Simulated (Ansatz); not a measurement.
**GaBH₂F₂ (SMILES F[B](F)[GaH2]): functionals against CCSD(T) at one geometry**

How do the functionals fare away from a minimum? The structure is a structure displaced at random from a GFN2-xTB minimum.

Method: single points in def2-TZVPP; program: Ansatz 0.2.0, Gaussian basis.

Correlated methods freeze the cores. Filled d shells of the heavier atoms are correlated.

## 1. Where the work starts

SMILES `F[B](F)[GaH2]`, 6 atoms, charge 0, spin multiplicity 1.

Atoms are counted from 1 here; the program's logs count them from 0.

Bond lengths: F1–B2 1.336 Å, B2–F3 1.314 Å, B2–Ga4 2.070 Å, Ga4–H5 1.612 Å, Ga4–H6 1.601 Å. Angles: F1–B2–F3 112.7°, F1–B2–Ga4 124.0°, F3–B2–Ga4 123.1°, B2–Ga4–H5 126.5°, B2–Ga4–H6 124.0°, H5–Ga4–H6 109.4°.

Geometry (Å):

```csv
atom,x (Å),y (Å),z (Å)
F1,1.27050,-1.73190,-0.17980
B2,0.30300,-0.98860,0.36410
F3,-0.33740,-1.61470,1.32610
Ga4,-0.24620,0.88370,-0.32790
H5,0.45810,1.71110,-1.51810
H6,-1.43370,1.75730,0.29750
```

## 2. CCSD(T)/def2-TZVPP

Input file run/in.yaml:

```yaml
crystal:
  periodic: [false, false, false]
  atoms:
    - {symbol: F, position_ang: [1.270500, -1.731900, -0.179800]}
    - {symbol: B, position_ang: [0.303000, -0.988600, 0.364100]}
    - {symbol: F, position_ang: [-0.337400, -1.614700, 1.326100]}
    - {symbol: Ga, position_ang: [-0.246200, 0.883700, -0.327900]}
    - {symbol: H, position_ang: [0.458100, 1.711100, -1.518100]}
    - {symbol: H, position_ang: [-1.433700, 1.757300, 0.297500]}
basis:
  gaussian: {orbitals: def2-TZVPP}
correlation: {method: ccsd_t}
output: {forces: true}
```

No record of the launch command was kept for these runs.

## 3. PBE0-D4/def2-TZVPP

Changes to run/in.yaml since step 2:

```diff
@@ -11,3 +11,3 @@
   gaussian: {orbitals: def2-TZVPP}
-correlation: {method: ccsd_t}
-output: {forces: true}
+hamiltonian: {xc: pbe0, dispersion: d4}
+output: {forces: true, orbitals: {seedname: orbitals}}
```

## 4. wB97M-V/def2-TZVPP

Changes to run/in.yaml since step 3:

```diff
@@ -11,3 +11,3 @@
   gaussian: {orbitals: def2-TZVPP}
-hamiltonian: {xc: pbe0, dispersion: d4}
-output: {forces: true, orbitals: {seedname: orbitals}}
+hamiltonian: {xc: {name: wB97M-V}}
+output: {forces: true}
```

## 5. r2SCAN-D4/def2-TZVPP

Changes to run/in.yaml since step 4:

```diff
@@ -11,3 +11,3 @@
   gaussian: {orbitals: def2-TZVPP}
-hamiltonian: {xc: {name: wB97M-V}}
+hamiltonian: {xc: r2scan, dispersion: d4}
 output: {forces: true}
```

## 6. PBE-D4/def2-TZVPP

Changes to run/in.yaml since step 5:

```diff
@@ -11,3 +11,3 @@
   gaussian: {orbitals: def2-TZVPP}
-hamiltonian: {xc: r2scan, dispersion: d4}
+hamiltonian: {xc: pbe, dispersion: d4}
 output: {forces: true}
```

## 7. revPBE-D4/def2-TZVPP

Changes to run/in.yaml since step 6:

```diff
@@ -11,3 +11,3 @@
   gaussian: {orbitals: def2-TZVPP}
-hamiltonian: {xc: pbe, dispersion: d4}
+hamiltonian: {xc: {name: revPBE}, dispersion: d4}
 output: {forces: true}
```

## 8. BLYP-D4/def2-TZVPP

Changes to run/in.yaml since step 7:

```diff
@@ -11,3 +11,3 @@
   gaussian: {orbitals: def2-TZVPP}
-hamiltonian: {xc: {name: revPBE}, dispersion: d4}
+hamiltonian: {xc: {name: BLYP}, dispersion: d4}
 output: {forces: true}
```

(Steps that only read results are left out.)

Before running it: what results should come out? Wanted: energy less free atoms, CCSD(T)/def2-TZVPP; RMS force component; RMS force error; HOMO and LUMO, PBE0-D4; T1 diagnostic.

The runs gave:

| quantity | value |
| --- | --- |
| energy less free atoms, CCSD(T)/def2-TZVPP | -478.3 kcal/mol |
| RMS force component | 0.501 to 0.564 eV/Å over the methods |
| RMS force error | PBE0-D4 0.107, wB97M-V 0.035, r2SCAN-D4 0.037, PBE-D4 0.186, revPBE-D4 0.271, BLYP-D4 0.234 eV/Å |
| HOMO and LUMO, PBE0-D4 | -8.41 and -2.82 eV |
| T1 diagnostic | 0.014 |

Against CCSD(T) the functionals' energies less atoms differ by -16.7 to -0.9 kcal/mol, PBE-D4 by -16.7 kcal/mol. A larger basis would deepen the CCSD(T) value, while the functionals are nearly converged already, so the order here is not reliable. The forces of wB97M-V come nearest to CCSD(T), those of revPBE-D4 are farthest.
